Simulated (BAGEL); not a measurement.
**PBE0/6-311+G(d,p) (density fitting with qzvpp-jkfit) run of [SiNH2F2]− (SMILES N[Si-](F)F)**

What is the energy change on altering one bond length of [SiNH2F2]− at PBE0/6-311+G** (density fitting with qzvpp-jkfit)? 

The calculation is run with BAGEL 1.2.2.

1 further run of the same task is left out (set aside as unsound or not needed).

## 1. The molecule

The species is [SiNH2F2]− (6 atoms), meant as a singlet with charge -1. SMILES: `N[Si-](F)F`. The coordinates come from a GFN2-xTB relaxation. This is one conformer, not always the lowest.

Bond lengths: N1–Si2 1.808 Å, Si2–F3 1.705 Å, Si2–F4 1.705 Å, N1–H5 1.013 Å, N1–H6 1.013 Å. Angles: N1–Si2–F3 95.8°, N1–Si2–F4 96.0°, F3–Si2–F4 94.3°, Si2–N1–H5 112.3°, Si2–N1–H6 112.4°, H5–N1–H6 107.5°.

## 2. The energy at PBE0/6-311+G(d,p) (density fitting with qzvpp-jkfit)

dft.json reads:

```json
{ "bagel": [

{
  "title": "molecule",
  "basis": "6-311+gss.json",
  "df_basis": "qzvpp-jkfit",
  "angstrom": "true",
  "geometry": [
    { "atom": "N", "xyz": [      -0.266510,       0.819350,       0.078260 ] },
    { "atom": "Si", "xyz": [       0.644640,      -0.685540,      -0.340940 ] },
    { "atom": "F", "xyz": [       0.596070,      -1.356640,       1.225280 ] },
    { "atom": "F", "xyz": [      -0.706840,      -1.563700,      -0.897650 ] },
    { "atom": "H", "xyz": [       0.267330,       1.437590,       0.678000 ] },
    { "atom": "H", "xyz": [      -0.534690,       1.348950,      -0.742950 ] }
  ]
},

{ "title": "ks", "xc_func": "pbe0", "charge": -1 },

{ "title": "print", "file": "orbitals.molden", "orbitals": "true" }

]}
```

The basis set 6-311+G** is read from a file made from the Basis Set Exchange's data (not shown).

Command:

```sh
$ BAGEL_NUM_THREADS=1 BAGEL dft.json > dft.out
```

Output:

```text
* using 1 threads per process

  ===============================================================
  ===============================================================

  *** Geometry ***

  { "atom" : "N", "xyz" : [     -0.503631,      1.548347,      0.147890 ] },
  { "atom" : "Si", "xyz" : [      1.218193,     -1.295483,     -0.644283 ] },
  { "atom" : "F", "xyz" : [      1.126409,     -2.563678,      2.315444 ] },
  { "atom" : "F", "xyz" : [     -1.335734,     -2.954965,     -1.696313 ] },
  { "atom" : "H", "xyz" : [      0.505180,      2.716651,      1.281234 ] },
  { "atom" : "H", "xyz" : [     -1.010418,      2.549146,     -1.403972 ] },

  Number of auxiliary basis functions:      395

  Since a DF basis is specified, we compute 2- and 3-index integrals:
    o Being stored without compression. Storage requirement is 0.037 GB

  Number of basis functions:      108
  Number of electrons      :       41

    * METHOD: MOLECULE                             0.20

  *** Kohn-Sham DFT ***

    * Removing 10008 points whose weight is below 1.00e-10
    * Grid points: 79428

  === Nuclear Repulsion ===
   169.4295606867

       - DIIS with orbital gradients will be used.

  === KS iteration (pbe0 / 6-311+gss.json) ===
      0       -443.80267328          0.32150099           0.39
      1       -342.75044818          0.20686596           0.36
      2       -476.33739366          0.25520741           0.36
      3       -512.55510614          0.14840336           0.36
      4       -541.82495190          0.08878846           0.35
      5       -536.03770710          0.10885449           0.36
      6       -538.61537664          0.11852974           0.35
      7       -511.32792698          0.15359845           0.35
      8       -543.97998937          0.04686805           0.35
      9       -544.94830904          0.01161075           0.35
     10       -545.00319071          0.00458257           0.36
     11       -545.00971186          0.00093772           0.35
     12       -545.00986980          0.00077666           0.35
     13       -545.01005548          0.00005878           0.34
     14       -545.01005699          0.00001409           0.33
     15       -545.01005708          0.00000295           0.32
     16       -545.01005708          0.00000085           0.33
     17       -545.01005708          0.00000069           0.33
     18       -545.01005709          0.00000020           0.32
     19       -545.01005709          0.00000011           0.34
     20       -545.01005709          0.00000002           0.34
     21       -545.01005709          0.00000001           0.35
     22       -545.01005709          0.00000000           0.33
    * SCF iteration converged.

    * Permanent dipole moment:
           (    0.144540,    -0.877014,    -0.040606) a.u.

    * METHOD: KS                                   8.43

    * METHOD: PRINT                                0.04

  ===============================================================
```

Wall time 9 s (1 thread of Arm Neoverse V1, shared host); peak memory 0.4 GiB.

## 3. The distorted shape, same level

dft.json reads:

```json
{ "bagel": [

{
  "title": "molecule",
  "basis": "6-311+gss.json",
  "df_basis": "qzvpp-jkfit",
  "angstrom": "true",
  "geometry": [
    { "atom": "N", "xyz": [      -0.208226,       1.624671,      -1.801207 ] },
    { "atom": "Si", "xyz": [       0.702924,       0.119781,      -2.220407 ] },
    { "atom": "F", "xyz": [       0.596070,      -1.356640,       1.225280 ] },
    { "atom": "F", "xyz": [      -0.648556,      -0.758379,      -2.777117 ] },
    { "atom": "H", "xyz": [       0.325614,       2.242911,      -1.201467 ] },
    { "atom": "H", "xyz": [      -0.476406,       2.154271,      -2.622417 ] }
  ]
},

{
  "title": "ks",
  "xc_func": "pbe0",
  "charge": -1
},

{
  "title": "print",
  "file": "orbitals.molden",
  "orbitals": "true"
}

]}
```

The basis set 6-311+G** is read from a file made from the Basis Set Exchange's data (not shown).

Command:

```sh
$ BAGEL_NUM_THREADS=1 BAGEL dft.json > dft.out
```

Output:

```text
* using 1 threads per process

  ===============================================================
  ===============================================================

  *** Geometry ***

  { "atom" : "N", "xyz" : [     -0.393490,      3.070183,     -3.403788 ] },
  { "atom" : "Si", "xyz" : [      1.328334,      0.226353,     -4.195961 ] },
  { "atom" : "F", "xyz" : [      1.126409,     -2.563678,      2.315444 ] },
  { "atom" : "F", "xyz" : [     -1.225593,     -1.433129,     -5.247991 ] },
  { "atom" : "H", "xyz" : [      0.615321,      4.238488,     -2.270444 ] },
  { "atom" : "H", "xyz" : [     -0.900277,      4.070982,     -4.955650 ] },

  Number of auxiliary basis functions:      395

  Since a DF basis is specified, we compute 2- and 3-index integrals:
    o Being stored without compression. Storage requirement is 0.037 GB

  Number of basis functions:      108
  Number of electrons      :       41

    * METHOD: MOLECULE                             0.18

  *** Kohn-Sham DFT ***

    * Removing 8472 points whose weight is below 1.00e-10
    * Grid points: 80964

  === Nuclear Repulsion ===
   134.9701209410

       - DIIS with orbital gradients will be used.

  === KS iteration (pbe0 / 6-311+gss.json) ===
      0       -448.10783661          0.31680859           0.37
      1       -409.41872625          0.18015811           0.36
      2       -429.67093871          0.24302485           0.37
      3       -520.01642731          0.16712260           0.37
      4       -501.08451567          0.14172446           0.35
      5       -525.01886398          0.17148444           0.35
      6       -528.46753567          0.14090406           0.35
      7       -493.08706688          0.13100269           0.35
      8       -539.82136100          0.09048500           0.36
      9       -531.24643937          0.05532921           0.35
[... 30 lines of this table left out ...]
     40       -544.90472572          0.00000004           0.35
     41       -544.90472572          0.00000005           0.35
     42       -544.90472572          0.00000001           0.35
     43       -544.90472572          0.00000001           0.37
    * SCF iteration converged.

    * Permanent dipole moment:
           (    0.004818,    -2.871396,     4.120668) a.u.

    * METHOD: KS                                  16.14

    * METHOD: PRINT                                0.03

  ===============================================================
```

Wall time 17 s (1 thread of Arm Neoverse V1, shared host); peak memory 0.41 GiB.

## 4. Summary of results

Level: PBE0/6-311+G** (density fitting with qzvpp-jkfit).

| quantity | value |
| --- | --- |
| first shape: total energy | -545.01006 Eh |
| first shape: HOMO energy | -0.39 eV |
| first shape: LUMO energy | 3.88 eV |
| first shape: HOMO–LUMO gap (to an unbound level, set by the basis) | 4.27 eV |
| distorted shape: total energy | -544.90473 Eh |
| distorted shape: HOMO energy | -0.92 eV |
| distorted shape: LUMO energy | 1.65 eV |
| distorted shape: HOMO–LUMO gap (to an unbound level, set by the basis) | 2.56 eV |
| energy change with the Si2–F3 bond stretched from 1.705 to 3.750 Å | 2.866 eV |

With the Si2–F3 bond stretched from 1.705 to 3.750 Å the energy rises by 2.87 eV (66 kcal/mol). The first shape isn't relaxed at this level, so the change isn't measured from a minimum.
